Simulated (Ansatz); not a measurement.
# C₃H₈BGa: how energies converge with the basis set

One table from this session's results is given with a row withheld; the runs are named, their logs left out.

Computed with Ansatz 0.2.0, Gaussian basis. Level: one geometry, several basis sets.

The runs, in order: PBE0-D4/def2-SVP; ωB97M-V/def2-SVP; PBE0-D4/def2-QZVPP; ωB97M-V/def2-QZVPP; the functionals' def2-TZVPP values are taken from earlier runs.

## Structure used throughout

All runs share one geometry, relaxed beforehand with PBE0-D4 in a triple-zeta def2 set.

SMILES `[CH3][GaH][B]1CC1`, 13 atoms, charge 0, spin multiplicity 1.

Atoms are counted from 1 here; the program's logs count them from 0.

Bond lengths: C1–Ga2 1.974 Å, C1–H6 1.093 Å, C1–H7 1.090 Å, C1–H8 1.094 Å, Ga2–B3 2.034 Å, Ga2–H9 1.579 Å, B3–C4 1.547 Å, B3–C5 1.547 Å, C4–C5 1.509 Å, C4–H10 1.086 Å, C4–H11 1.086 Å, C5–H12 1.086 Å, C5–H13 1.086 Å. Angles: Ga2–C1–H6 109.6°, Ga2–C1–H7 113.3°, Ga2–C1–H8 109.4°, H6–C1–H7 108.7°, H6–C1–H8 106.9°, H7–C1–H8 108.6°, C1–Ga2–B3 123.7°, C1–Ga2–H9 116.5°, B3–Ga2–H9 119.8°, Ga2–B3–C4 150.9°, Ga2–B3–C5 150.7°, C4–B3–C5 58.4°, B3–C4–C5 60.8°, B3–C4–H10 118.6°, B3–C4–H11 118.5°, C5–C4–H10 118.5°, C5–C4–H11 118.5°, H10–C4–H11 112.8° and more.

Coordinates:

```tsv
atom	x (Å)	y (Å)	z (Å)
C1	-2.6363	0.3833	0.5555
Ga2	-0.7853	0.1419	1.1973
B3	0.8126	-0.1160	-0.0348
C4	1.7704	-1.0314	-0.8324
C5	1.9789	0.4632	-0.8694
H6	-3.0380	1.3249	0.9397
H7	-2.7195	0.3845	-0.5313
H8	-3.2669	-0.4168	0.9537
H9	-0.5748	0.1550	2.7625
H10	2.4832	-1.6412	-0.2846
H11	1.3939	-1.5239	-1.7246
H12	1.7480	0.9965	-1.7872
H13	2.8338	0.8801	-0.3444
```

Set-up of the first run:

Input file in.yaml:

```yaml
crystal:
  periodic: [false, false, false]
  atoms:
    - {symbol: C, position_ang: [-2.636330, 0.383258, 0.555525]}
    - {symbol: Ga, position_ang: [-0.785276, 0.141898, 1.197259]}
    - {symbol: B, position_ang: [0.812604, -0.115970, -0.034769]}
    - {symbol: C, position_ang: [1.770426, -1.031390, -0.832425]}
    - {symbol: C, position_ang: [1.978942, 0.463159, -0.869370]}
    - {symbol: H, position_ang: [-3.038011, 1.324933, 0.939657]}
    - {symbol: H, position_ang: [-2.719545, 0.384453, -0.531296]}
    - {symbol: H, position_ang: [-3.266898, -0.416819, 0.953699]}
    - {symbol: H, position_ang: [-0.574787, 0.154996, 2.762530]}
    - {symbol: H, position_ang: [2.483218, -1.641215, -0.284566]}
    - {symbol: H, position_ang: [1.393873, -1.523904, -1.724621]}
    - {symbol: H, position_ang: [1.747952, 0.996492, -1.787219]}
    - {symbol: H, position_ang: [2.833833, 0.880108, -0.344403]}
basis:
  gaussian: {orbitals: def2-SVP}
hamiltonian: {xc: pbe0, dispersion: d4}
output: {orbitals: {seedname: orbitals}}
```

Steps of the session up to this table: PBE0-D4 in def2-SVP; ωB97M-V in def2-SVP; PBE0-D4 in def2-QZVPP; ωB97M-V in def2-QZVPP.

One table of the session follows, with a row left open; its other results are not shown here.

It belongs to the step «Functionals by basis». 

| functional | basis | HOMO (eV) |
| --- | --- | --- |
| PBE0-D4 | def2-SVP | ? |
| PBE0-D4 | def2-TZVPP | -7.11 |
| PBE0-D4 | def2-QZVPP | -7.12 |
| ωB97M-V | def2-SVP | -9.21 |
| ωB97M-V | def2-TZVPP | -9.25 |
| ωB97M-V | def2-QZVPP | -9.26 |

**Question.** Estimate the row for PBE0-D4, def2-SVP.

As computed: HOMO (eV): -7.08. In the column «HOMO (eV)» it is the highest.
